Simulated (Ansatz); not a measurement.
# SiH2I+ (SMILES [SiH2+]I): one structure at several levels

The task here is to estimate one member of a computed series from the others.

The runs use Ansatz 0.2.0, Gaussian basis; single points in def2-TZVPP.

Correlated methods freeze the cores. Filled d shells of the heavier atoms are correlated. Core potentials replace the inner electrons past krypton, and spin-orbit coupling is left out.

## The system as given

SMILES `[SiH2+]I`, 4 atoms, charge 1, spin multiplicity 1.

Atoms are counted from 1 here; the program's logs count them from 0.

Bond lengths: Si1–I2 2.329 Å, Si1–H3 1.390 Å, Si1–H4 1.496 Å. Angles: I2–Si1–H3 115.0°, I2–Si1–H4 116.9°, H3–Si1–H4 126.9°.

As a file:

```csv
atom,x (Å),y (Å),z (Å)
Si1,-0.26270,0.06370,-0.01840
I2,1.81890,-0.40970,0.91330
H3,-1.25150,-0.87690,0.24390
H4,-0.31570,1.16340,-1.03150
```

The first run:

File run/in.yaml:

```yaml
crystal:
  periodic: [false, false, false]
  atoms:
    - {symbol: Si, position_ang: [-0.262700, 0.063700, -0.018400]}
    - {symbol: I, position_ang: [1.818900, -0.409700, 0.913300]}
    - {symbol: H, position_ang: [-1.251500, -0.876900, 0.243900]}
    - {symbol: H, position_ang: [-0.315700, 1.163400, -1.031500]}
basis:
  gaussian: {orbitals: def2-TZVPP}
total_charge: 1
correlation: {method: ccsd_t}
output: {forces: true}
```

The command line of these runs was not kept.

Among the steps run: CCSD(T)/def2-TZVPP; PBE0-D4/def2-TZVPP; wB97M-V/def2-TZVPP; r2SCAN-D4/def2-TZVPP; PBE-D4/def2-TZVPP; r2SCANh-D4/def2-TZVPP; HSE06-D4/def2-TZVPP.

One table of the session follows, with a row left open; its other results are not shown here.

```
    method  RMS force component (eV/Å)  angle to CCSD(T) forces (°)
   CCSD(T)                       0.903                    reference
   PBE0-D4                       0.933                          3.7
   wB97M-V                       0.904                          4.2
 r2SCAN-D4                       0.909                          3.1
    PBE-D4                       0.920                         10.4
r2SCANh-D4                       0.915                          2.0
  HSE06-D4                           ?                            ?
```

Q: Estimate the row for HSE06-D4 from the others.

**Answer.** RMS force component (eV/Å): 0.932; angle to CCSD(T) forces (°): 3.8. In the column «RMS force component (eV/Å)» it lies between PBE-D4 (0.920) and PBE0-D4 (0.933).
